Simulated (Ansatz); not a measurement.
# C3H11GeN: the cost of one run

The runs use Ansatz 0.2.0, Gaussian basis; the settings change from run to run.

## Step 1: The relaxed structure

The structure was relaxed beforehand with PBE0-D4 in a triple-zeta def2 set.

SMILES `CC[N](C)[GeH3]`, 16 atoms, charge 0, spin multiplicity 1.

Atoms are counted from 1 here; the program's logs count them from 0.

Bond lengths: C1–C2 1.514 Å, C1–H6 1.092 Å, C1–H7 1.094 Å, C1–H8 1.092 Å, C2–N3 1.449 Å, C2–H9 1.106 Å, C2–H10 1.099 Å, N3–C4 1.446 Å, N3–Ge5 1.846 Å, C4–H11 1.092 Å, C4–H12 1.097 Å, C4–H13 1.103 Å, Ge5–H14 1.551 Å, Ge5–H15 1.536 Å, Ge5–H16 1.535 Å. Angles: C2–C1–H6 110.1°, C2–C1–H7 112.1°, C2–C1–H8 110.8°, H6–C1–H7 107.2°, H6–C1–H8 108.5°, H7–C1–H8 108.1°, C1–C2–N3 113.6°, C1–C2–H9 109.3°, C1–C2–H10 108.9°, N3–C2–H9 111.5°, N3–C2–H10 107.4°, H9–C2–H10 105.8°, C2–N3–C4 111.4°, C2–N3–Ge5 118.6°, C4–N3–Ge5 115.2°, N3–C4–H11 110.7°, N3–C4–H12 109.7°, N3–C4–H13 113.6° and more.

## Step 2: B2PLYP/def2-SVPD

Set apart from the defaults: atoms shaken by 0.08 Å, high accuracy.

in.yaml

```yaml
crystal:
  periodic: [false, false, false]
  atoms:
    - {symbol: C, position_ang: [0.290641, 1.019948, -1.617634]}
    - {symbol: C, position_ang: [0.552839, -0.306919, -0.780040]}
    - {symbol: N, position_ang: [-0.448055, -0.381184, 0.327374]}
    - {symbol: C, position_ang: [-0.421765, -1.691714, 0.500899]}
    - {symbol: Ge, position_ang: [-0.537957, 1.052354, 1.481555]}
    - {symbol: H, position_ang: [1.211288, 1.272445, -2.456988]}
    - {symbol: H, position_ang: [0.964302, 2.024446, -0.916042]}
    - {symbol: H, position_ang: [-0.419191, 1.442847, -1.917774]}
    - {symbol: H, position_ang: [1.684284, -0.397414, -0.684755]}
    - {symbol: H, position_ang: [0.252030, -1.050967, -1.657850]}
    - {symbol: H, position_ang: [-1.183931, -1.979375, 1.406928]}
    - {symbol: H, position_ang: [-0.732508, -2.436545, 0.020835]}
    - {symbol: H, position_ang: [0.515081, -2.191455, 0.990426]}
    - {symbol: H, position_ang: [0.937696, 1.135629, 2.037832]}
    - {symbol: H, position_ang: [-1.462190, 0.305059, 2.589420]}
    - {symbol: H, position_ang: [-0.999388, 2.233722, 0.825027]}
basis:
  gaussian: {orbitals: def2-SVPD}
hamiltonian: {xc: {name: B2PLYP}}
accuracy: high
```

On the command line:

```console
ansatz run in.yaml --threads 4 --pin off --events-out ev --progress --plain --max-ram 11315MiB
```

What time and memory should one allow on 4 threads of Arm Neoverse V1, shared host?

About 25 s, with a peak of 1.5 GiB.
